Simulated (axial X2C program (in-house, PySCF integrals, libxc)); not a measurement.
# PrH: Ω levels from open-shell CI on f2 s1 d(πδ)1

Which Ω levels does PrH have in the configuration f2 s1 d(πδ)1, and how far apart?

Program: an in-house X2C program for linear molecules on PySCF integrals. Level of theory: two-component X2C, average-of-configuration Hartree–Fock and CI in the open shells. These are calculated values, not measurements.

All values are calculated.

**1. Set-up**

Contents of task.json:

```json
{"zs": [59, 1], "q": 0, "bas": ["dyall-v4z", "dyall-v4z"], "r0": 1.93, "metal": 0, "shells": [[3, [0, 1, 2, 3], 2], [0, [0], 1], [2, [1, 2], 1]], "fix": 0, "emax": 2.2, "nroots": 4}
```

Keys: zs atomic numbers; q charge; bas basis sets; r0 starting distance in Å; metal index of the metal atom; shells open shells as [l, |m| values, electrons]; fix electron count of the first shell held; emax energy window in eV; nroots roots for each Ω.

Run with:

```sh
$ python soci.py task.json out
```

Two-component X2C with atomic mean-field Coulomb and Gaunt terms, basis Pr dyall-v4z, H dyall-v4z (cores contracted in-house). Orbitals come from Hartree–Fock averaged over the configuration Pr f2 s1 d(πδ)1; CI then distributes these electrons over the f, s, d(πδ) shells of Pr.

**2. CI at R = 2.101 Å**

Output:

```text
average of configuration f2 s1 d(πδ)1
basis functions 248  fitting functions 1091
iter      average energy  largest gradient
   1      -9227.410823418   2.69e+00
   2      -9227.975809848   2.53e+00
   3      -9228.451996325   2.24e+00
   4      -9228.751652283   1.92e+00
   5      -9229.613571630   1.15e+00
   6      -9229.863468732   8.35e-01
   7      -9229.966160040   1.62e-01
   8      -9230.007712497   1.28e-01
   9      -9230.022982249   7.32e-02
  10      -9230.028327368   2.94e-02
  11      -9230.031090255   8.58e-02
  12      -9230.032335256   2.96e-02
  13      -9230.032677816   8.80e-03
  14      -9230.032768151   9.55e-03
  15      -9230.032809548   1.26e-03
  16      -9230.032825058   2.10e-03
  17      -9230.032832422   1.97e-03
  18      -9230.032837955   3.62e-04
  19      -9230.032840738   7.63e-04
  20      -9230.032841835   6.65e-04
  21      -9230.032842321   2.14e-04
  22      -9230.032842473   8.18e-05
  23      -9230.032842577   1.74e-04
  24      -9230.032842663   1.24e-04
  25      -9230.032842742   5.88e-05
  26      -9230.032842806   6.11e-05
  27      -9230.032842842   5.52e-05
  28      -9230.032842854   1.50e-05
converged
CI levels
2*Omega        energy/Eh    cm-1   g(par)  dipole/D  leading shell counts
   10     -9230.12594808        0   6.345   -3.097  {'2 1 1': 0.995}
    8     -9230.12389084      452   4.530   -3.005  {'2 1 1': 0.994}
   12     -9230.12176080      919  10.467   -3.093  {'2 1 1': 0.995}
    6     -9230.12097688     1091   2.995   -2.974  {'2 1 1': 0.993}
   10     -9230.11987644     1333   8.565   -2.987  {'2 1 1': 0.994}
    4     -9230.11893985     1538   1.457   -2.955  {'2 1 1': 0.991}
    8     -9230.11753358     1847   7.049   -2.950  {'2 1 1': 0.993}
    2     -9230.11722217     1915   0.080   -2.927  {'2 1 1': 0.988}
   14     -9230.11648805     2076  14.478   -3.097  {'2 1 1': 0.994}
    0     -9230.11630769     2116   0.000   -2.901  {'2 1 1': 0.987}
    6     -9230.11573623     2241   5.380   -2.939  {'2 1 1': 0.992}
   12     -9230.11491189     2422  12.458   -2.985  {'2 1 1': 0.995}
    4     -9230.11435480     2544   3.847   -2.916  {'2 1 1': 0.991}
    0     -9230.11402888     2616   0.000   -2.880  {'2 1 1': 0.992}
    2     -9230.11392554     2639   2.447   -2.879  {'2 1 1': 0.991}
   10     -9230.11304538     2832  10.818   -2.947  {'2 1 1': 0.994}
    8     -9230.11279189     2887   4.385   -2.041  {'2 1 1': 0.954, '2 2 0': 0.032}
    8     -9230.11155948     3158   8.915   -2.923  {'2 1 1': 0.993}
    4     -9230.11090095     3302   4.212   -2.762  {'2 1 1': 0.988}
    2     -9230.11055380     3379   1.669   -2.780  {'2 1 1': 0.988}
    6     -9230.11037382     3418   7.153   -2.919  {'2 1 1': 0.991}
    0     -9230.11034996     3423   0.000   -2.843  {'2 1 1': 0.973}
   16     -9230.11032450     3429  18.344   -3.097  {'2 1 1': 0.995}
    0     -9230.11023046     3450   0.000   -2.773  {'2 1 1': 0.99}
    2     -9230.10988411     3526   1.841   -2.824  {'2 1 1': 0.981}
    6     -9230.10962217     3583   6.543   -2.574  {'2 1 1': 0.98}
   10     -9230.10946432     3618   8.253   -2.127  {'2 1 1': 0.988}
   14     -9230.10912134     3693  16.097   -2.985  {'2 1 1': 0.995}
    4     -9230.10906921     3704   4.939   -2.848  {'2 1 1': 0.991}
    0     -9230.10796986     3946   0.000   -2.814  {'2 1 1': 0.984}
   12     -9230.10765875     4014  13.835   -2.934  {'2 1 1': 0.994}
    0     -9230.10680228     4202   0.000   -2.828  {'2 1 1': 0.981}
   12     -9230.10656856     4253  12.202   -2.458  {'2 1 1': 0.989}
    0     -9230.10372267     4878   0.000   -2.846  {'2 1 1': 0.992}
    0     -9230.10351427     4924   0.000   -2.374  {'2 1 1': 0.986}
   18     -9230.10329800     4971  22.006   -3.096  {'2 1 1': 0.995}
   16     -9230.10270396     5101  19.645   -2.979  {'2 1 1': 0.995}
   14     -9230.10094111     5488  17.381   -2.905  {'2 1 1': 0.996}
   14     -9230.09919878     5871  16.093   -2.196  {'2 1 1': 0.99}
   16     -9230.09214153     7420  19.981   -2.076  {'2 1 1': 0.987}
   16     -9230.08753061     8432  18.035   -3.074  {'2 1 1': 0.981}
   18     -9230.07480914    11224  20.129   -5.238  {'2 0 2': 0.996}
   20     -9230.06861129    12584  24.005   -5.270  {'2 0 2': 0.997}
   18     -9230.06292858    13831  21.875   -5.299  {'2 0 2': 0.995}
```

Dipoles in the output refer to the first atom as origin.

It took 3.8 s on 1 thread of AMD EPYC 7R43 (Zen 3), shared host; peak memory 0.4 GiB.

Active spinors (ω > 0; filled shells left out):

```tsv
shell	ω	ε (eV)	character
f	5/2	6.19	100% Pr f
f	3/2	6.26	100% Pr f
f	1/2	6.27	99% Pr f
f	7/2	6.43	100% Pr f
f	5/2	6.49	100% Pr f
f	1/2	6.52	99% Pr f
f	3/2	6.53	100% Pr f
s	1/2	-2.29	70% Pr s, 16% Pr p, 12% Pr d
d(πδ)	3/2	1.39	100% Pr d
d(πδ)	5/2	1.45	100% Pr d
d(πδ)	1/2	1.49	93% Pr d, 4% Pr p
d(πδ)	3/2	1.55	94% Pr d
```

The levels:

```tsv
Ω	energy (cm⁻¹)	g∥	μ (D)	configuration
5	0	6.34	-3.10	100% f2 s1 d(πδ)1
4	452	4.53	-3.01	99% f2 s1 d(πδ)1
6	919	10.47	-3.09	100% f2 s1 d(πδ)1
3	1091	2.99	-2.97	99% f2 s1 d(πδ)1
5	1333	8.56	-2.99	99% f2 s1 d(πδ)1
2	1538	1.46	-2.96	99% f2 s1 d(πδ)1
4	1847	7.05	-2.95	99% f2 s1 d(πδ)1
1	1915	0.08	-2.93	99% f2 s1 d(πδ)1
7	2076	14.48	-3.10	99% f2 s1 d(πδ)1
0	2116	0.00	-2.90	99% f2 s1 d(πδ)1
3	2241	5.38	-2.94	99% f2 s1 d(πδ)1
6	2422	12.46	-2.99	100% f2 s1 d(πδ)1
2	2544	3.85	-2.92	99% f2 s1 d(πδ)1
0	2616	0.00	-2.88	99% f2 s1 d(πδ)1
1	2639	2.45	-2.88	99% f2 s1 d(πδ)1
5	2832	10.82	-2.95	99% f2 s1 d(πδ)1
4	2887	4.38	-2.04	95% f2 s1 d(πδ)1
4	3158	8.92	-2.92	99% f2 s1 d(πδ)1
2	3302	4.21	-2.76	99% f2 s1 d(πδ)1
1	3379	1.67	-2.78	99% f2 s1 d(πδ)1
```

g∥ is the magnitude of 2⟨Lz + ge Sz⟩ for the +Ω component. μ is positive if the H end is positive.

**3. The same at R = 2.269 Å**

```tsv
Ω	energy (cm⁻¹)	g∥	μ (D)	configuration
5	0	6.35	-3.68	100% f2 s1 d(πδ)1
4	437	4.55	-3.59	99% f2 s1 d(πδ)1
6	924	10.47	-3.67	99% f2 s1 d(πδ)1
3	1043	2.98	-3.57	99% f2 s1 d(πδ)1
5	1317	8.59	-3.56	99% f2 s1 d(πδ)1
2	1507	1.42	-3.54	99% f2 s1 d(πδ)1
4	1811	7.02	-3.54	99% f2 s1 d(πδ)1
1	1896	0.11	-3.51	99% f2 s1 d(πδ)1
0	2084	0.00	-3.49	99% f2 s1 d(πδ)1
7	2095	14.48	-3.68	99% f2 s1 d(πδ)1
```

**4. Curves along the bond**

The same input was run at the other distances (logs left out). Energies in cm⁻¹ from the lowest point; levels are followed by energy order within each Ω.

```tsv
R (Å)	(1)Ω=5	(1)Ω=4	(1)Ω=6	(1)Ω=3	(2)Ω=5	(1)Ω=2	(2)Ω=4
1.954	735	1191	1648	1860	2074	2274	2601
2.027	188	643	1104	1298	1525	1730	2046
2.101	0	452	919	1091	1333	1538	1847
2.185	147	592	1069	1215	1472	1673	1977
2.269	596	1033	1521	1639	1913	2103	2407
2.364	1382	1808	2308	2396	2688	2861	3169
2.479	2618	3031	3547	3596	3911	4059	4375
```

Constants where the minimum is well bracketed:

```tsv
level of the curve	Te (cm⁻¹)	Re (Å)	ωe (cm⁻¹)
(1)Ω=5	0	2.108	1343.7
(1)Ω=4	451	2.109	1337.2
(1)Ω=6	919	2.107	1344.2
(1)Ω=3	1089	2.113	1330.0
(2)Ω=5	1332	2.109	1337.5
(1)Ω=2	1537	2.110	1324.6
(2)Ω=4	1845	2.111	1330.9
```

**5. What came out**

| quantity | value |
| --- | --- |
| lowest level of the model | Ω = 5, g∥ = 6.34, 100% f2 s1 d(πδ)1 |
| next level | Ω = 4, 452 cm⁻¹ higher |
| lowest curve, Re and ωe | 2.108 Å, 1343.7 cm⁻¹ |

What this shows: In the lowest level ⟨Sz⟩ = -1.82 and ⟨Lz⟩ = 6.82; its leading determinant has weight 0.87 among 456. From 2.101 to 2.269 Å the gap from the lowest to the fifth level goes from 1333 to 1317 cm⁻¹. Without dynamic correlation distances can be off by several hundredths of an Å, and the wavenumbers are rough. There is no dynamic correlation: spin–orbit spacings and, for f shells, spacings inside one term are the most reliable numbers, splittings between terms come out too wide, and energies between configurations are not reliable, so the lowest level need not be the ground state of the molecule. At most 4 roots were kept for each Ω > 0 (twice that for Ω = 0) within 2.2 eV of the lowest, so higher up levels can be missing between those listed; levels with Ω > 0 are doubly degenerate and listed once, Ω = 0 levels singly.
